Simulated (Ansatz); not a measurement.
Te2Au:

```
Au Te
1.0
     3.59735   -2.20730    0.00000
     3.59735    2.20730    0.00000
    -0.00336    0.00000    5.07030
Au Te
1 2
Cartesian
  0.0000 0.0000 0.0000
  2.2326 0.0000 3.6084
  4.9587 0.0000 1.4619
```

| Property | Result |
| --- | --- |
| Program | Ansatz 0.2.0 |
| Task | relaxation of cell and atoms |
| Functional | RPBE |
| Dispersion | D4 |
| Potentials or basis | Ansatz PAW |
| Cutoff | 420 eV (not typed: the program's choice for these potentials) |
| k mesh | 7 × 7 × 5 |
| Occupations | fermi-dirac, width 0.05 eV |
| Spin | no spin polarisation |

At the start: volume 26.84 Å³/atom.

**Question.** How do energy, volume and symmetry change on relaxing?

**Answer.** It ends after 9 steps and the volume is 25.00 Å³/atom (-6.9 %); space group C2/m (No. 12, to 0.05 Å).

The path:
| step | energy change (eV) | largest force (eV/Å) | volume (Å³) |
| --- | --- | --- | --- |
| 1 | 0.0000 | 0.3627 | 80.52 |
| 2 | -0.0290 | 0.8831 | 72.60 |
| 3 | -0.1297 | 0.3111 | 74.69 |
| 4 | -0.1412 | 0.1059 | 76.39 |
| 5 | -0.1500 | 0.0151 | 75.18 |
| 6 | -0.1503 | 0.0118 | 74.98 |
| 7 | -0.1504 | 0.0086 | 74.98 |
| 8 | -0.1504 | 0.0019 | 74.99 |
| 9 | -0.1493 | 0.0015 | 74.99 |

Final structure:
```
Au Te
1.0
     3.58527   -2.05989    0.01494
     3.58527    2.05989    0.01494
     0.01771    0.00000    5.07711
Au Te
1 2
Direct
  0.00000 0.00000 0.00000
  0.32795 0.32795 0.70515
  0.67205 0.67205 0.29485
```

Caveat: the plane-wave basis is chosen anew once the cell has moved, so the energies of steps on either side of that aren't comparable; the PAW data sets come from PBE, with cores solved anew for the run's functional, which leaves a small shift of forces and pressure.
